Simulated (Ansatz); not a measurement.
# Hf5Se4S6: gaps at several levels of theory

One table from this session's results is given with a row withheld; the runs are named, their logs left out.

Method: DFT PBE+D3(BJ), scalar-relativistic, plane waves, PAW, in Ansatz 0.2.0.

That is the level of the relaxation; later steps name their own.

## The system as given

Symmetry: P1, No. 1, triclinic system. Conventional cell: a = 6.159 Å, b = 6.412 Å, c = 9.794 Å, α = 109.11°, β = 90.00°, γ = 90.00°. Hf (site symmetry 1) has 4 S at 2.58 Å and 2 Se at 2.58 Å as nearest neighbours. Hf (site symmetry 1) is surrounded by 4 Se at 2.58 Å and 2 S at 2.58 Å. Hf (site symmetry 1) has 3 Se at 2.58 Å and 3 S at 2.58 Å as nearest neighbours. Around Hf (site symmetry 1) lie 5 S at 2.58 Å and 1 Se at 2.58 Å. Hf (site symmetry 1) is surrounded by 2 Se at 2.58 Å and 4 S at 2.58 Å. Se (site symmetry 1) is surrounded by 3 Hf at 2.58 Å. Only part of the 15 independent sites is listed.

As a file:

```
Hf Se S
1.0
     0.00000    0.00000   -6.15885
     0.00000    6.41161    0.00000
     9.25436   -3.20581    0.00000
Hf Se S
5 4 6
Direct
  0.00000 0.00000 0.00000
  0.00000 0.20000 0.40000
  0.00000 0.60000 0.20000
  0.00000 0.40000 0.80000
  0.00000 0.80000 0.60000
  0.23605 0.26667 0.20000
  0.23605 0.46667 0.60000
  0.23605 0.86667 0.40000
  0.76395 0.93333 0.20000
  0.23605 0.66667 0.00000
  0.23605 0.06667 0.80000
  0.76395 0.33333 0.00000
  0.76395 0.53333 0.40000
  0.76395 0.73333 0.80000
  0.76395 0.13333 0.60000
```

Set-up of the first run:

(A quick probe on a coarse mesh, which set the mesh and smearing, is not shown.)

The input, input.yaml:

```yaml
crystal:
  lattice:
    - [0.0, 0.0, -6.1588516]
    - [0.0, 6.4116114, 0.0]
    - [9.25436392, -3.2058057, 0.0]
  atoms:
    - { symbol: Hf, position: [0.0, 0.0, 0.0] }
    - { symbol: Hf, position: [0.0, 0.2, 0.4] }
    - { symbol: Hf, position: [0.0, 0.6, 0.2] }
    - { symbol: Hf, position: [0.0, 0.4, 0.8] }
    - { symbol: Hf, position: [0.0, 0.8, 0.6] }
    - { symbol: Se, position: [0.23604795, 0.26666667, 0.2] }
    - { symbol: Se, position: [0.23604795, 0.46666667, 0.6] }
    - { symbol: Se, position: [0.23604795, 0.86666667, 0.4] }
    - { symbol: S, position: [0.23604795, 0.66666667, 0.0] }
    - { symbol: S, position: [0.23604795, 0.06666667, 0.8] }
    - { symbol: S, position: [0.76395205, 0.33333333, 1.0] }
    - { symbol: S, position: [0.76395205, 0.53333333, 0.4] }
    - { symbol: Se, position: [0.76395205, 0.93333333, 0.2] }
    - { symbol: S, position: [0.76395205, 0.73333333, 0.8] }
    - { symbol: S, position: [0.76395205, 0.13333333, 0.6] }
basis:
  ecutwfc: 420
kpoints:
  mp_grid: { grid: [4, 4, 4] }
hamiltonian:
  xc: pbe
  dispersion: d3bj
scf:
  occupations: { method: gaussian, width: 0.1 }
output:
  forces: true
  stress: true
  eigenvalues: true
relax:
  adjacent_minimum: "off"
  f_tol: 0.05
  max_steps: 80
  cell: { stress_tol: 0.5 }
```

On the command line:

```
ansatz run input.yaml --threads 4 --pin off --max-ram 10240MiB --backend cpu --events-out ev --progress --plain --runs-dir out
```

Steps of the session up to this table: A loose first relaxation; Relaxing cell and atoms; Band edges over the whole zone; The run at PBE+D3(BJ); The run at PBE+D3(BJ) on the hybrid's mesh; Levels with HSE06; The run at r2SCAN.

One table of the session follows, with a row left open; its other results are not shown here.

| level | gap (eV) | least direct gap (eV) |
| --- | --- | --- |
| PBE+D3(BJ) | 0.60 | 0.87 |
| PBE+D3(BJ) on the hybrid's mesh | 0.59 | 0.86 |
| HSE06 | 1.33 | 1.58 |
| r2SCAN | ? | ? |

Q: Estimate the row for r2SCAN from the others.

**Answer.** gap (eV): 0.91; least direct gap (eV): 1.17. In the column «gap (eV)» it lies between PBE+D3(BJ) (0.60) and HSE06 (1.33).

Gaps are by band count over the mesh and the named points; a gap of 0 means that the bands overlap or touch.
